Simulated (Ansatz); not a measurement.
# C2H8B2Si: one species, many methods

One table from this session's results is given with a row withheld; the runs are named, their logs left out.

Method: functionals in def2-TZVPP, the program's frozen cores in correlated methods; program: Ansatz 0.2.0, Gaussian basis.

Levels to be run: LDA (SPW92), PBE-D4, revPBE-D4, BLYP-D4, r2SCAN-D4, B97M-V, PBE0-D4, B3LYP-D4, r2SCANh-D4, r2SCAN0-D4, HSE06-D4, BHLYP-D4, CAM-B3LYP-D4, LC-ωPBE, ωB97X-V, ωB97M-V, B2PLYP, PBE-QIDH; CCSD(T)/def2-SVP; CCSD(T)/def2-TZVPP; MP2/def2-QZVPP; extrapolation to the limit; RPA on PBE.

## The relaxed structure

An earlier PBE0-D4 in a triple-zeta def2 set relaxation fixed the geometry.

13 atoms, charge 0, spin multiplicity 1.

Atoms are counted from 1 here; the program's logs count them from 0.

Bond lengths: B1–B2 1.512 Å, B1–Si4 2.084 Å, B1–H6 1.376 Å, B1–H7 1.181 Å, B2–C3 1.518 Å, B2–Si4 2.054 Å, B2–H6 1.354 Å, C3–Si4 1.948 Å, C3–H8 1.087 Å, C3–H9 1.087 Å, Si4–C5 1.868 Å, Si4–H10 1.482 Å, C5–H11 1.092 Å, C5–H12 1.092 Å, C5–H13 1.092 Å. Angles: B2–B1–Si4 67.5°, B2–B1–H6 55.7°, B2–B1–H7 156.0°, Si4–B1–H6 87.3°, Si4–B1–H7 136.5°, H6–B1–H7 115.3°, B1–B2–C3 133.5°, B1–B2–Si4 69.6°, B1–B2–H6 57.1°, C3–B2–Si4 64.0°, C3–B2–H6 117.2°, Si4–B2–H6 89.2°, B2–C3–Si4 71.5°, B2–C3–H8 116.8°, B2–C3–H9 121.1°, Si4–C3–H8 114.1°, Si4–C3–H9 114.8°, H8–C3–H9 112.4° and more.

Set-up of the first run:

in.yaml reads:

```yaml
crystal:
  periodic: [false, false, false]
  atoms:
    - {symbol: B, position_ang: [0.843109, 1.606682, 0.655768]}
    - {symbol: B, position_ang: [-0.392250, 1.038565, 1.317726]}
    - {symbol: C, position_ang: [-1.109577, -0.296290, 1.222092]}
    - {symbol: Si, position_ang: [0.524854, -0.394553, 0.167387]}
    - {symbol: C, position_ang: [0.195071, -0.855975, -1.612835]}
    - {symbol: H, position_ang: [-0.444526, 1.848177, 0.233532]}
    - {symbol: H, position_ang: [1.629793, 2.441583, 0.376618]}
    - {symbol: H, position_ang: [-1.102715, -0.921298, 2.111567]}
    - {symbol: H, position_ang: [-2.027942, -0.401241, 0.649812]}
    - {symbol: H, position_ang: [1.525127, -1.263221, 0.832283]}
    - {symbol: H, position_ang: [-0.099451, -1.904552, -1.697763]}
    - {symbol: H, position_ang: [1.086406, -0.696759, -2.223172]}
    - {symbol: H, position_ang: [-0.607499, -0.235820, -2.018414]}
basis:
  gaussian: {orbitals: def2-TZVPP}
hamiltonian: {xc: lda}
output: {orbitals: {seedname: orbitals}}
```

The run is started by

```
> ansatz run in.yaml --threads 4 --pin off --events-out ev --progress --plain --max-ram 10444MiB
```

Steps of the session up to this table: LDA; PBE-D4 (GGA); revPBE-D4 (GGA); BLYP-D4 (GGA); r2SCAN-D4 (meta-GGA); B97M-V (meta-GGA); B3LYP-D4 (hybrid); r2SCANh-D4 (hybrid); r2SCAN0-D4 (hybrid); HSE06-D4 (hybrid); BHLYP-D4 (hybrid); CAM-B3LYP-D4 (range-separated); LC-ωPBE (range-separated); ωB97X-V (range-separated); ωB97M-V (range-separated); B2PLYP (double hybrid); PBE-QIDH (double hybrid).

One of the session's tables, all rows but one given; the rest of the session is left out.

It belongs to the step «Orbital energies across the functionals». 

```
  functional  HOMO (eV)  gap (eV)
 LDA (SPW92)      -5.89      4.14
      PBE-D4      -5.76      4.20
   revPBE-D4      -5.71      4.23
     BLYP-D4      -5.59      4.16
   r2SCAN-D4      -5.95      4.62
      B97M-V      -6.01      4.64
     PBE0-D4      -6.79      6.07
    B3LYP-D4      -6.58      5.65
  r2SCANh-D4      -6.34      5.31
  r2SCAN0-D4      -6.92      6.33
    HSE06-D4      -6.40      5.31
    BHLYP-D4      -7.67      7.85
CAM-B3LYP-D4          ?         ?
     LC-ωPBE      -9.34     10.69
     ωB97X-V      -9.01     10.27
     ωB97M-V      -8.86      9.90
```

**Question.** Estimate the row for CAM-B3LYP-D4.

As computed: HOMO (eV): -8.02; gap (eV): 8.31. In the column «HOMO (eV)» it lies between ωB97M-V (-8.86) and BHLYP-D4 (-7.67).
